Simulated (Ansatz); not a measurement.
# FH₄NO₂Ti: small, medium and large basis sets

One table from this session's results is given with a row withheld; the runs are named, their logs left out.

Method: one geometry, several basis sets; program: Ansatz 0.2.0, Gaussian basis.

Plan: PBE0-D4/def2-SVP; ωB97M-V/def2-SVP; PBE0-D4/def2-QZVPP; ωB97M-V/def2-QZVPP; the functionals' def2-TZVPP values are taken from earlier runs.

**Structure used throughout**

All runs share one geometry, relaxed beforehand with PBE0-D4 in a triple-zeta def2 set.

SMILES `[NH2][Ti]([OH])([OH])[F]`, 9 atoms, charge 0, spin multiplicity 1.

Atoms are counted from 1 here; the program's logs count them from 0.

Bond lengths: N1–Ti2 1.873 Å, N1–H6 1.010 Å, N1–H7 1.010 Å, Ti2–O3 1.790 Å, Ti2–O4 1.789 Å, Ti2–F5 1.777 Å, O3–H8 0.957 Å, O4–H9 0.957 Å. Angles: Ti2–N1–H6 124.5°, Ti2–N1–H7 124.5°, H6–N1–H7 111.0°, N1–Ti2–O3 107.2°, N1–Ti2–O4 108.0°, N1–Ti2–F5 110.8°, O3–Ti2–O4 114.6°, O3–Ti2–F5 109.0°, O4–Ti2–F5 107.3°, Ti2–O3–H8 135.8°, Ti2–O4–H9 134.1°.

Coordinates:

```xyz
9
charge 0, multiplicity 1
N    -0.49171    0.47496   -1.41381
Ti    0.31622    0.09763    0.23311
O     1.16800   -1.46707    0.06024
O    -0.95694    0.11624    1.49049
F     1.49746    1.35479    0.65945
H    -1.29132    1.07973   -1.53417
H    -0.19242    0.09162   -2.29862
H     1.08599   -2.33960    0.44475
H    -1.04680    0.54529    2.34167
```

The first run:

The input, in.yaml:

```yaml
crystal:
  periodic: [false, false, false]
  atoms:
    - {symbol: N, position_ang: [-0.491710, 0.474962, -1.413810]}
    - {symbol: Ti, position_ang: [0.316225, 0.097633, 0.233105]}
    - {symbol: O, position_ang: [1.168004, -1.467068, 0.060239]}
    - {symbol: O, position_ang: [-0.956936, 0.116241, 1.490485]}
    - {symbol: F, position_ang: [1.497464, 1.354789, 0.659451]}
    - {symbol: H, position_ang: [-1.291322, 1.079734, -1.534172]}
    - {symbol: H, position_ang: [-0.192419, 0.091623, -2.298619]}
    - {symbol: H, position_ang: [1.085992, -2.339603, 0.444749]}
    - {symbol: H, position_ang: [-1.046799, 0.545290, 2.341670]}
basis:
  gaussian: {orbitals: def2-SVP}
hamiltonian: {xc: pbe0, dispersion: d4}
output: {orbitals: {seedname: orbitals}}
```

Steps of the session up to this table: PBE0-D4 in def2-SVP; ωB97M-V in def2-SVP; PBE0-D4 in def2-QZVPP; ωB97M-V in def2-QZVPP.

One table of the session follows, with a row left open; its other results are not shown here.

It belongs to the step «Functionals by basis». 

| functional | basis | HOMO (eV) |
| --- | --- | --- |
| PBE0-D4 | def2-SVP | -7.27 |
| PBE0-D4 | def2-TZVPP | -7.59 |
| PBE0-D4 | def2-QZVPP | -7.63 |
| ωB97M-V | def2-SVP | ? |
| ωB97M-V | def2-TZVPP | -9.97 |
| ωB97M-V | def2-QZVPP | -10.00 |

Estimate the missing values for ωB97M-V, def2-SVP.

The run gave: HOMO (eV): -9.63. In the column «HOMO (eV)» it lies between ωB97M-V, def2-TZVPP (-9.97) and PBE0-D4, def2-QZVPP (-7.63).
